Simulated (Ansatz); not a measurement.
# GaH (triplet): wave-function methods side by side at distance Ga1–H2 = 4.370 Å, cc-pVQZ

The task here is to estimate one member of a computed series from the others.

Program: Ansatz 0.2.0, Gaussian basis. Level of theory: cc-pVQZ, core rule «outside noble gas», up to 14 orbitals frozen. These are calculated values, not measurements.

Plan: UHF; CCSD(T) on ROHF; CCSD(T) on UHF; BCCD(T) on ROHF; CCSDT(Q) on ROHF; CCSDT(Q) on UHF; CASSCF and NEVPT2, 4 electrons in 5 orbitals; Full CI.

22 further runs of the same task are left out: 3 for a known fault of the program, 15 that didn't finish, 4 set aside as unsound or not needed.

## What is computed

The geometry derives from a PBE0/def2-TZVP stationary point (not a proven minimum). One bond is set to the value named and the two fragments are kept rigid. No spin-orbit coupling is included. The filled d shell of Ga may be among the frozen orbitals whatever the setting's name suggests; the logs give the count.

2 atoms, charge 0, spin multiplicity 3.

Atoms are counted from 1 here; the program's logs count them from 0.

No contacts short enough for the rule that draws bonds.

The first run:

in.yaml reads:

```yaml
crystal:
  periodic: [false, false, false]
  atoms:
    - {symbol: Ga, position_ang: [0.000000, 0.000000, 0.000000]}
    - {symbol: H, position_ang: [0.000000, 0.000000, 4.370000]}
basis:
  gaussian: {orbitals: cc-pVQZ}
magnetization: {spin_polarized: true, initial_magnetization: 2}
hamiltonian: {xc: hf}
output: {orbitals: {seedname: orbitals}}
```

On the command line:

```console
ansatz run in.yaml --threads 1 --pin off --events-out ev --progress --plain --max-ram 2393MiB
```

Among the steps run: UHF; CCSD(T) on ROHF; CCSD(T) on UHF; BCCD(T) on ROHF; CCSDT(Q) on ROHF; CCSDT(Q) on UHF; CASSCF and NEVPT2, 4 electrons in 5 orbitals; Full CI.

One of the session's tables, all rows but one given; the rest of the session is left out.

It belongs to the step «Misses and costs». 

```
        method  from FCI (meV)
          ROHF         +1435.5
           UHF         +1347.7
          RMP2          +359.2
          UMP2          +363.8
         RCCSD           +38.4
         UCCSD           +31.0
      RCCSD(T)            +8.0
      UCCSD(T)               ?
       BCCD(T)            +8.1
        RCCSDT            -0.4
        UCCSDT            -4.4
     RCCSDT(Q)            -0.5
     UCCSDT(Q)            -4.4
CASSCF valence          +809.0
NEVPT2 valence          +183.6
           FCI               0
```

Q: Estimate the row for UCCSD(T) from the others.

**Answer.** from FCI (meV): +4.0. In the column «from FCI (meV)» it lies between FCI (0) and RCCSD(T) (+8.0).

Limits of these values: UCCSDT, UCCSDT(Q) fall below full CI: unrestricted runs freeze a spin-polarised core, another one than full CI's, and coupled cluster isn't variational. Levels on UHF freeze UHF's core orbitals, full CI those of ROHF, so the U rows can settle a little off it for that reason alone. Restricted and unrestricted rows rest on different reference determinants; where their highest levels disagree by more than a few hundredths of an eV, they describe different states and don't form one ladder.
